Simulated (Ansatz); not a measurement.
**CH₂BFS: a ladder of functionals and wavefunction methods**

Aim: compute CH₂BFS with functionals from several rungs and with coupled cluster. The yardstick is the atomisation energy at the CCSD(T) limit.

Computed with Ansatz 0.2.0, Gaussian basis. Level: functionals in def2-TZVPP, the program's frozen cores in correlated methods.

Plan: LDA (SPW92), PBE-D4, revPBE-D4, BLYP-D4, r2SCAN-D4, B97M-V, PBE0-D4, B3LYP-D4, r2SCANh-D4, r2SCAN0-D4, HSE06-D4, BHLYP-D4, CAM-B3LYP-D4, LC-ωPBE, ωB97X-V, ωB97M-V, B2PLYP, PBE-QIDH; CCSD(T)/def2-SVP; CCSD(T)/def2-TZVPP; MP2/def2-QZVPP; extrapolation to the limit; RPA on PBE.

**1. Structure used throughout**

An earlier PBE0-D4 in a triple-zeta def2 set relaxation fixed the geometry.

SMILES `FC1BS1`, 6 atoms, charge 0, spin multiplicity 1.

Atoms are counted from 1 here; the program's logs count them from 0.

Bond lengths: F1–C2 1.363 Å, C2–B3 1.532 Å, C2–S4 1.844 Å, C2–H5 1.086 Å, B3–S4 1.739 Å, B3–H6 1.181 Å. Angles: F1–C2–B3 119.7°, F1–C2–S4 115.5°, F1–C2–H5 110.1°, B3–C2–S4 61.2°, B3–C2–H5 126.3°, S4–C2–H5 114.0°, C2–B3–S4 68.3°, C2–B3–H6 149.0°, S4–B3–H6 142.6°, C2–S4–B3 50.5°.

**2. LDA**

This LDA is Slater exchange with PW92 correlation.

Contents of in.yaml:

```yaml
crystal:
  periodic: [false, false, false]
  atoms:
    - {symbol: F, position_ang: [0.493532, -0.613955, -1.552884]}
    - {symbol: C, position_ang: [-0.040960, 0.189046, -0.590288]}
    - {symbol: B, position_ang: [0.249822, -0.099787, 0.886234]}
    - {symbol: S, position_ang: [-1.361165, -0.580008, 0.442493]}
    - {symbol: H, position_ang: [-0.316209, 1.149032, -1.015732]}
    - {symbol: H, position_ang: [1.016979, -0.108328, 1.784078]}
basis:
  gaussian: {orbitals: def2-TZVPP}
hamiltonian: {xc: lda}
output: {orbitals: {seedname: orbitals}}
```

Started as:

```bash
$ ansatz run in.yaml --threads 2 --pin off --events-out ev --progress --plain --max-ram 4352MiB
```

After this run come: PBE-D4 (GGA); revPBE-D4 (GGA); BLYP-D4 (GGA); r2SCAN-D4 (meta-GGA); B97M-V (meta-GGA); PBE0-D4 (hybrid); B3LYP-D4 (hybrid); r2SCANh-D4 (hybrid); r2SCAN0-D4 (hybrid); HSE06-D4 (hybrid); BHLYP-D4 (hybrid); CAM-B3LYP-D4 (range-separated); LC-ωPBE (range-separated); ωB97X-V (range-separated); ωB97M-V (range-separated); B2PLYP (double hybrid); PBE-QIDH (double hybrid); CCSD(T) in def2-SVP; CCSD(T) in def2-TZVPP; MP2 in def2-QZVPP; RPA on PBE orbitals.

Q: Predict the results of all the runs planned. Wanted: atomisation energy, CCSD(T)/CBS; farthest beyond LDA; mean size of error, GGA; mean size of error, meta-GGA; mean size of error, hybrid; mean size of error, range-separated; mean size of error, double hybrid; gap, smallest and largest; T1 diagnostic.

The runs gave:

| quantity | value |
| --- | --- |
| atomisation energy, CCSD(T)/CBS | 530.8 kcal/mol |
| functionals within 2.7 kcal/mol (0.5 %) | B3LYP-D4, r2SCAN0-D4, B2PLYP |
| farthest beyond LDA | PBE-D4 (+27.9 kcal/mol) |
| mean size of error, GGA | 14.7 kcal/mol |
| mean size of error, meta-GGA | 11.6 kcal/mol |
| mean size of error, hybrid | 9.0 kcal/mol |
| mean size of error, range-separated | 5.5 kcal/mol |
| mean size of error, double hybrid | 2.9 kcal/mol |
| gap, smallest and largest | 4.13 eV (LDA (SPW92)), 11.49 eV (LC-ωPBE) |
| T1 diagnostic | 0.0165 |
| triples share of the correlation energy | 4.3 % |

**Reading.** The LDA atomisation energy is off by 103.3 kcal/mol (19 %): it overbinds. PBE-D4 misses by +27.9 kcal/mol. Double hybrids carry the basis error of their MP2 part in triple zeta, and no dispersion term here, so their miss is partly the set-up's. By mean error the best rung here is double hybrid (2.9 kcal/mol) and the worst beyond LDA is GGA (14.7 kcal/mol). The reference freezes the cores and leaves out relativity and excitations past (T), so misses under about 2.7 kcal/mol can't be ranked. Hartree-Fock recovers 71 % of the binding; the rest is correlation. CCSD(T) in def2-SVP is off by -27.7 kcal/mol, so the small basis spoils what the method gains. Orbital gaps span 4.1 to 11.5 eV; exact exchange widens them.
